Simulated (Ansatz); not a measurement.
# GaHCl₂ (built from SMILES [Cl][GaH][Cl]): a short trajectory

Aim: follow the atoms for 80 steps of 0.5 fs with a Nosé-Hoover thermostat, with velocities drawn for 200 K, and see to which side of the barrier the system falls.

Computed with Ansatz 0.2.0, Gaussian basis. Level: PBE0-D4/def2-SVP.

**1. The system as given**

The start, a first-order saddle point found at PBE0-D4 in triple zeta: 4 atoms, charge 0, spin multiplicity 1.

Atoms are counted from 1 here; the program's logs count them from 0.

Bond lengths: Ga1–Cl2 2.547 Å, Ga1–Cl4 2.544 Å, Cl2–H3 1.551 Å, H3–Cl4 1.555 Å. Angles: Cl2–Ga1–Cl4 73.3°, Ga1–Cl2–H3 65.1°, Cl2–H3–Cl4 156.3°, Ga1–Cl4–H3 65.2°.

Coordinates:

```mol
Cl2GaH
  3D, bonds by distance, orders not assigned

  4  4  0  0  0  0  0  0  0  0999 V2000
    1.4821   -0.3878   -0.4973 Ga  0  0
   -0.9166   -0.0570   -1.2856 Cl  0  0
   -0.6900    0.1804    0.2305 H   0  0
    0.1244    0.2644    1.5523 Cl  0  0
  1  2  8  0
  1  4  8  0
  2  3  8  0
  3  4  8  0
M  END
```

**2. The run**

md/in.yaml

```yaml
crystal:
  periodic: [false, false, false]
  atoms:
    - {symbol: Ga, position_ang: [1.482107, -0.387840, -0.497251]}
    - {symbol: Cl, position_ang: [-0.916647, -0.056977, -1.285576]}
    - {symbol: H, position_ang: [-0.689988, 0.180372, 0.230531]}
    - {symbol: Cl, position_ang: [0.124428, 0.264444, 1.552296]}
basis:
  gaussian: {orbitals: def2-SVP}
hamiltonian: {xc: pbe0, dispersion: d4}
md: {n_steps: 80, timestep: 0.5, temperature: 200, ensemble: nvt_nose_hoover, seed: 300, initial_velocities: maxwell_boltzmann}
```

Run with:

```sh
> ansatz run in.yaml --threads 2 --pin off --events-out ev --progress --plain --max-ram 4352MiB
```

What does the calculation give? Wanted: temperature at the start; mean temperature, second half; lowest and highest potential energy, from the first frame; largest change of potential + kinetic; bonds lost by distance.

**Answer**, as computed:

| quantity | value |
| --- | --- |
| length | 80 steps, 40.0 fs |
| temperature at the start | 200 K |
| mean temperature, second half | 399 K |
| lowest and highest potential energy, from the first frame | -90 and 10 meV |
| largest change of potential + kinetic | 3.7 meV |
| bonds lost by distance | Cl2–H3 |

In words: The thermostat trades energy with the molecule, so the sum of potential and kinetic energy isn't conserved: it changes by -4 meV over the run. The mean temperature of the second half is still well above the 200 K set. With 4 atoms the instant temperature spans 163 to 532 K.
